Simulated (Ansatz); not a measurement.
**WS2 (Tungstenite): properties at the relaxed cell**

An exercise on one series of results from a longer session: the logs are not shown, and one member is left open.

The COD entry's cell or inner coordinates are ideal or old and differ from later refinements, so a difference from it is no clean test against experiment.

Program: Ansatz 0.2.0. Level of theory: DFT PBE+D3(BJ), scalar-relativistic, plane waves, PAW. These are calculated values, not measurements.

## The system as given

The structure is hexagonal, space group P6_3/mmc (No. 194). The conventional cell has a = 3.154 Å, b = 3.154 Å, c = 12.143 Å, α = 90.00°, β = 90.00°, γ = 120.00°. Around W (site symmetry -6m2) lie 6 S at 2.41 Å. Around S (site symmetry 3m) lie 3 W at 2.41 Å.

As a file:

```cif
data_structure
_symmetry_space_group_name_H-M 'P6_3/mmc'
_symmetry_Int_Tables_number 194
_cell_length_a 3.1538
_cell_length_b 3.1538
_cell_length_c 12.1433
_cell_angle_alpha 90.000
_cell_angle_beta 90.000
_cell_angle_gamma 120.000
_cell_volume 104.60
loop_
_atom_site_label
_atom_site_type_symbol
_atom_site_symmetry_multiplicity
_atom_site_Wyckoff_symbol
_atom_site_fract_x
_atom_site_fract_y
_atom_site_fract_z
_atom_site_occupancy
W1 W 2 c 0.33333 0.66667 0.25000 1
S1 S 4 f 0.33333 0.66667 0.62031 1
```

It is the result of an earlier relaxation at this level (volume 17.43 Å³/atom; gap on the mesh: 0.89 eV).

Set-up of the first run:

Contents of input.yaml:

```yaml
crystal:
  lattice:
    - [3.1219306568, 0.0, 0.0]
    - [-1.5609653284, 2.7036712577, 0.0]
    - [0.0, 0.0, 12.0206244196]
  atoms:
    - { symbol: W, position: [0.3333333333, 0.6666666667, 0.25] }
    - { symbol: W, position: [0.6666666667, 0.3333333333, 0.75] }
    - { symbol: S, position: [0.3333333333, 0.6666666667, 0.620306193] }
    - { symbol: S, position: [0.6666666667, 0.3333333333, 0.120306193] }
    - { symbol: S, position: [0.3333333333, 0.6666666667, 0.879693807] }
    - { symbol: S, position: [0.6666666667, 0.3333333333, 0.379693807] }
basis:
  ecutwfc: 420
kpoints:
  mp_grid: { grid: [12, 12, 4] }
hamiltonian:
  xc: pbe
  dispersion: d3bj
scf:
  occupations: { method: gaussian, width: 0.02 }
output:
  forces: true
  stress: true
  eigenvalues: true
  write_density: true
  write_potential: true
  elf: true
  volumetric_format: npy
relax:
  adjacent_minimum: "off"
  f_tol: 0.01
  max_steps: 30
  cell: { stress_tol: 0.1, fix: [volume] }
```

Launch:

```bash
ansatz run input.yaml --threads 2 --pin off --max-ram 5120MiB --backend cpu --events-out ev --progress --plain --runs-dir out
```

Steps of the session up to this table: Volume × 0.97; Point at V/V0 = 1.03; Point at V/V0 = 0.94; Point at V/V0 = 1.06; Volume × 0.91; Point at V/V0 = 1.10; Point at V/V0 = 0.88.

One table of the session follows, with a row left open; its other results are not shown here.

It belongs to the step «Energy against volume». 

| volume (Å³/atom) | energy above the lowest point (meV/atom) | pressure (GPa) | gap on the mesh (eV) |
| --- | --- | --- | --- |
| 15.341 | 62.7 | 11.74 | 0.36 |
| 15.864 | 31.6 | 7.56 | 0.51 |
| 16.387 | 12.5 | 4.28 | 0.64 |
| 16.910 | 2.8 | 1.79 | 0.77 |
| 17.433 | 0.0 | 0.00 | 0.89 |
| 17.956 | ? | ? | ? |
| 18.479 | 7.5 | -1.99 | 1.13 |
| 19.177 | 17.3 | -2.44 | 1.28 |

Estimate the missing values for volume (Å³/atom) = 17.956.

Worked estimate for «energy above the lowest point (meV/atom)». A straight line through the neighbours (17.433, 0.0) and (18.479, 7.5) gives 0.0 + (7.5 − 0.0) × (17.956 − 17.433) / (18.479 − 17.433) = 3.8; a parabola fitted to 4 rows on both sides gives 2.3.

As computed: energy above the lowest point (meV/atom): 2.2; pressure (GPa): -1.24; gap on the mesh (eV): 1.01. In «energy above the lowest point (meV/atom)» the line misses by +1.6 and the parabola by +0.1.

Caveats from the session: Absorption along z passes 10⁴ cm⁻¹ at 2.6 eV, beside a least direct gap of 1.83 eV on the SCF mesh; the indirect gap of 0.89 eV gives no absorption without phonons.
